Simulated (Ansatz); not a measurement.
# C4H3ClF2: the cost of one run

Computed with Ansatz 0.2.0 (the levels named in each step, unless a step's input says otherwise).

### 1 Starting point

Bond lengths: C1–C2 1.194 Å, F3–C4 1.335 Å, C4–C5 1.327 Å, C5–F6 1.331 Å, C5–Cl7 1.708 Å, C1–H8 1.050 Å, C2–H9 1.050 Å, C4–H10 1.077 Å. Angles: C1–C2–H9 179.1°, C2–C1–H8 179.1°, F3–C4–C5 122.1°, F3–C4–H10 114.0°, C5–C4–H10 123.9°, C4–C5–F6 123.2°, C4–C5–Cl7 123.0°, F6–C5–Cl7 113.8°.

Coordinates:

```xyz
10

C    -1.7574   -0.0387    1.9893
C    -0.9229   -0.7767    2.4186
F    -0.0500   -2.0008   -1.3807
C     0.6851   -1.0609   -0.7822
C     0.2423    0.1781   -0.6115
F    -0.9572    0.5864   -1.0191
Cl    1.1628    1.3964    0.1527
H    -2.4829    0.6109    1.5973
H    -0.1998   -1.4304    2.8075
H     1.6549   -1.4014   -0.4597
```

### 2 A rough first relaxation, PBE-D4/def2-SVP

Contents of input.yaml:

```yaml
crystal:
  periodic: [false, false, false]
  atoms:
    - { symbol: C, position_ang: [-1.7574, -0.03874, 1.98932] }
    - { symbol: C, position_ang: [-0.92288, -0.77667, 2.41865] }
    - { symbol: F, position_ang: [-0.05005, -2.00078, -1.3807] }
    - { symbol: C, position_ang: [0.68513, -1.06085, -0.7822] }
    - { symbol: C, position_ang: [0.24229, 0.17806, -0.61149] }
    - { symbol: F, position_ang: [-0.95724, 0.58642, -1.01912] }
    - { symbol: Cl, position_ang: [1.16283, 1.39638, 0.15267] }
    - { symbol: H, position_ang: [-2.48292, 0.61091, 1.59725] }
    - { symbol: H, position_ang: [-0.19977, -1.43039, 2.80755] }
    - { symbol: H, position_ang: [1.6549, -1.40144, -0.45966] }
basis:
  gaussian: { orbitals: def2-SVP }
hamiltonian:
  xc: pbe
  dispersion: d4
relax:
  f_tol: 0.03
  max_steps: 200
```

The run is started by

```bash
ansatz run input.yaml --threads 4 --pin off --max-ram 10240MiB --backend cpu --events-out ev --progress --plain --runs-dir out
```

Q: Estimate wall time and peak memory on 4 threads of Arm Neoverse V2, shared host.

About 56 s, with a peak of 0.17 GiB.
